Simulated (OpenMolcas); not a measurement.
**One shape, several levels: CH2FNOSi (SMILES O=C=N[SiH2]F)**

Wanted: a comparison of 6 runs (HF/cc-pVDZ, B3LYP/6-31G*, B3LYP/cc-pVDZ, M06-2X/cc-pVDZ, SVWN5/cc-pVDZ, MP2/cc-pVDZ) of CH2FNOSi. 

The results are computed with OpenMolcas 26.06.

1 further run of the same task is left out (set aside as unsound or not needed).

### 1 The structure to begin with

CH2FNOSi has 7 atoms, charge 0, and is taken as a singlet. SMILES: `O=C=N[SiH2]F`. The shape is that of a PBE0-D4/def2-TZVP optimisation. This is one conformer, not always the lowest.

Bond lengths: O1–C2 1.162 Å, C2–N3 1.195 Å, N3–Si4 1.694 Å, Si4–F5 1.591 Å, Si4–H6 1.475 Å, Si4–H7 1.475 Å. Angles: O1–C2–N3 178.4°, C2–N3–Si4 166.0°, N3–Si4–F5 109.2°, N3–Si4–H6 109.0°, N3–Si4–H7 109.0°, F5–Si4–H6 108.2°, F5–Si4–H7 108.2°, H6–Si4–H7 113.2°.

### 2 Energy and gradient at HF/cc-pVDZ (run 1)

geom.xyz

```xyz
7

O     -0.573800    -2.908000    -0.552000
C     -0.306900    -1.816900    -0.256100
N     -0.019000    -0.706200     0.076100
Si     0.212100     0.968300     0.188900
F     -0.420200     1.671000    -1.091000
H     -0.490300     1.470300     1.384800
H      1.659300     1.253600     0.203700
```

calc.input

```
>>> EXPORT MOLCAS_PRINT=2

&GATEWAY
  BasLib=$CurrDir
  Coord=geom.xyz
  Basis=cc-pVDZ
  Group=NoSym

&SEWARD

&SCF
  Thresholds=1e-10 1e-07 1e-07 1e-05
  PrOrbitals=1 1

&ALASKA
```

The basis set cc-pVDZ is read from a file made from the Basis Set Exchange's data (not shown).

Command:

```bash
$ export MOLCAS_MEM=1860
$ pymolcas calc.input > calc.log
```

The program printed:

```text
--- Start Module: gateway ---
[...]
--- Stop Module: gateway /rc=_RC_ALL_IS_WELL_ ---
[...]
      Basis functions           84
[...]
--- Start Module: scf ---
[...]
       Convergence after  14 Iterations
[...]
::    Total SCF energy                               -556.8338082857
[...]
      Total spin, S                                     0.0000000000
[...]
      Total electronic charge=   46.000000
      Total            charge=   -0.000000
[...]
      Dipole Moment (debye):
      Origin of the operator (angstrom)=   -0.1538   -0.1827   -0.2712
                   X=  8.9964E-01               Y=  1.0678E+00               Z=  1.4456E+00           Total=  2.0098E+00
      Quadrupole Moment (debye*angstrom):
[...]
--- Stop Module: scf /rc=_RC_ALL_IS_WELL_ ---
[...]
--- Start Module: alaska ---
[...]
 *              Molecular gradients               *
 **************************************************
  Irreducible representation: a
 ------------------------------------------------------------------------------------------
                              X                       Y                       Z
 ------------------------------------------------------------------------------------------
  O1               -8.13986813364220E-03   -3.32105126031301E-02   -9.02600346207993E-03
  C2                3.22484917134125E-03    1.36732783377138E-02    3.44812360141637E-03
  N3                7.18928119206730E-03    3.35233874264520E-02    7.13080275409972E-03
  SI4              -1.38708605406217E-02   -1.44991294706909E-03   -2.48778392940938E-02
  F5                1.07106316184122E-02   -1.17576254399019E-02    2.16478003965115E-02
  H6               -7.42742479863612E-04   -2.72807094360283E-04    1.48079093601439E-03
  H7                1.62870917233793E-03   -5.05807679746839E-04    1.96325068174741E-04
 ------------------------------------------------------------------------------------------
--- Stop Module: alaska /rc=_RC_ALL_IS_WELL_ ---
[...]
```

It took 11 s on 1 thread of Intel Xeon Platinum 8259CL at 2.50GHz (Skylake/Cascade Lake), shared host; peak memory 0.47 GiB.

### 3 Energy and gradient at B3LYP/6-31G(d) (spherical functions) (run 2)

struct.xyz

```xyz
7

O     -0.573800    -2.908000    -0.552000
C     -0.306900    -1.816900    -0.256100
N     -0.019000    -0.706200     0.076100
Si     0.212100     0.968300     0.188900
F     -0.420200     1.671000    -1.091000
H     -0.490300     1.470300     1.384800
H      1.659300     1.253600     0.203700
```

test.inp

```
>>> EXPORT MOLCAS_PRINT=2

&GATEWAY
  BasLib
  $CurrDir
  Coord
  struct.xyz
  Basis
  6-31Gs
  Group
  NoSym

&SEWARD
  GridInput
  Grid=UltraFine
  End of Grid

&SCF
  KSDFT
  B3LYP
  Thresholds
  1e-10 1e-07 1e-07 1e-05
  PrOrbitals
  0

&ALASKA
```

The basis set 6-31G* is read from a file made from the Basis Set Exchange's data (not shown).

Command:

```bash
$ export MOLCAS_MEM=1860
$ pymolcas test.inp > test.log
```

The program printed:

```text
--- Start Module: gateway ---
[...]
--- Stop Module: gateway /rc=_RC_ALL_IS_WELL_ ---
[...]
      Basis functions           78
[...]
--- Start Module: scf ---
[...]
       Convergence after  16 Iterations
[...]
::    Total KS-DFT energy                            -558.7083544824
[...]
      Total spin, S                                     0.0000000000
[...]
      Total electronic charge=   46.000000
      Total            charge=   -0.000000
[...]
      Dipole Moment (debye):
      Origin of the operator (angstrom)=   -0.1538   -0.1827   -0.2712
                   X=  7.1712E-01               Y=  1.0146E+00               Z=  1.1219E+00           Total=  1.6740E+00
      Quadrupole Moment (debye*angstrom):
[...]
--- Stop Module: scf /rc=_RC_ALL_IS_WELL_ ---
[...]
--- Start Module: alaska ---
[...]
 *              Molecular gradients               *
 **************************************************
  Irreducible representation: a
 ------------------------------------------------------------------------------------------
                              X                       Y                       Z
 ------------------------------------------------------------------------------------------
  O1                6.63078435805353E-03    2.73893538906975E-02    7.29622424204734E-03
  C2               -2.19377483395346E-03   -8.60126583501730E-03   -2.50655677396652E-03
  N3               -3.45356711970846E-03   -1.07338669960295E-02   -4.45994022587648E-03
  SI4              -4.75936820109357E-03   -2.76099373633620E-03   -8.09622559884104E-03
  F5                5.17594725536519E-03   -5.79413331550072E-03    1.04788517367584E-02
  H6               -2.77271804241863E-04    2.04713215402830E-04   -1.59738121005049E-03
  H7               -1.12274965438708E-03    2.96192776792825E-04   -1.11497217013740E-03
 ------------------------------------------------------------------------------------------
--- Stop Module: alaska /rc=_RC_ALL_IS_WELL_ ---
[...]
```

Run time: 32 s. Hardware: 1 thread of Intel Xeon Platinum 8259CL at 2.50GHz (Skylake/Cascade Lake), shared host; peak memory 0.44 GiB.

Runs 3 to 5 aren't shown in full; the table further down has their settings and results.

### 4 A single-point energy at MP2/cc-pVDZ (run 6)

mol.xyz

```xyz
7

O     -0.573800    -2.908000    -0.552000
C     -0.306900    -1.816900    -0.256100
N     -0.019000    -0.706200     0.076100
Si     0.212100     0.968300     0.188900
F     -0.420200     1.671000    -1.091000
H     -0.490300     1.470300     1.384800
H      1.659300     1.253600     0.203700
```

mol.input

```
>>> EXPORT MOLCAS_PRINT=2

&GATEWAY
 BasLib
 $CurrDir
 Coord
 mol.xyz
 Basis
 cc-pVDZ
 Group
 NoSym

&SEWARD

&SCF
 Thresholds
 1e-10 1e-07 1e-07 1e-05
 PrOrbitals
 1 1

&MBPT2
 Frozen
 9
```

The basis set cc-pVDZ is read from a file made from the Basis Set Exchange's data (not shown).

Command:

```bash
$ export MOLCAS_MEM=1860
$ pymolcas mol.input > mol.log
```

The program printed:

```text
--- Start Module: gateway ---
[...]
--- Stop Module: gateway /rc=_RC_ALL_IS_WELL_ ---
[...]
      Basis functions           84
[...]
--- Start Module: scf ---
[...]
       Convergence after  14 Iterations
[...]
::    Total SCF energy                               -556.8338082857
[...]
      Total spin, S                                     0.0000000000
[...]
      Total electronic charge=   46.000000
      Total            charge=   -0.000000
[...]
      Dipole Moment (debye):
      Origin of the operator (angstrom)=   -0.1538   -0.1827   -0.2712
                   X=  8.9964E-01               Y=  1.0678E+00               Z=  1.4456E+00           Total=  2.0098E+00
      Quadrupole Moment (debye*angstrom):
[...]
--- Stop Module: scf /rc=_RC_ALL_IS_WELL_ ---
[...]
--- Start Module: mbpt2 ---
[...]
WARNING!
Default frozen orbitals as non valence orbitals is overwritten by user input.
Default values:   6
[...]
       Reference weight ( Cref**2 )         =        0.82146
::    Total MBPT2 energy                             -557.5693036068
[...]
      Total MBPT2 calculations                           0.31      0.36
--- Stop Module: mbpt2 /rc=_RC_ALL_IS_WELL_ ---
[...]
```

Wall time 8.7 s (1 thread of Intel Xeon Platinum 8259CL at 2.50GHz (Skylake/Cascade Lake), shared host); peak memory 0.47 GiB.

### 5 Overview of the runs

| run | level | integration grid | task | energy (Eh) | dipole moment (D) of the reference | HOMO energy (eV) | LUMO energy (eV) | wall time |
| --- | --- | --- | --- | --- | --- | --- | --- | --- |
| 1 | HF/cc-pVDZ | – | gradient | -556.833808 | 2.01 | -12.17 | 3.72 | 11 s |
| 2 | B3LYP/6-31G* (spherical functions) | UltraFine | gradient | -558.708354 | 1.67 | -8.44 | -0.12 | 32 s |
| 3 | B3LYP/cc-pVDZ | UltraFine | gradient | -558.736276 | 1.65 | -8.42 | -0.14 | 44 s |
| 4 | M06-2X/cc-pVDZ | UltraFine | gradient | -558.606488 | 1.77 | -10.00 | 1.03 | 50 s |
| 5 | SVWN5/cc-pVDZ | UltraFine | gradient | -555.599254 | 1.56 | -7.39 | -1.14 | 31 s |
| 6 | MP2/cc-pVDZ | – | energy | -557.569304 | 2.01 | -12.17 | 3.72 | 8.7 s |

### 6 What came out

| quantity | value |
| --- | --- |
| run 6: total energy | -557.56930 Eh |
| run 6: dipole moment (mean-field density) | 2.01 D |
| run 6: HOMO energy (Hartree–Fock orbitals) | -12.17 eV |
| run 6: LUMO energy (Hartree–Fock orbitals) | 3.72 eV |
| run 6: HOMO–LUMO gap (Hartree–Fock orbitals) | 15.89 eV |
| run 6: correlation energy (9 core orbitals frozen) | -735.5 mEh |

What this shows: Over runs 1, 2, 3, 4, 5 the dipole moment (its size) runs from 1.56 D (SVWN5/cc-pVDZ) to 2.01 D (HF/cc-pVDZ). Over runs 1, 2, 3, 4, 5 the HOMO–LUMO gap runs from 6.25 eV (SVWN5/cc-pVDZ) to 15.89 eV (HF/cc-pVDZ). Exact exchange widens orbital gaps. Totals of different functionals can't be ranked against each other. All runs together took 2.9 min, the longest 50 s.
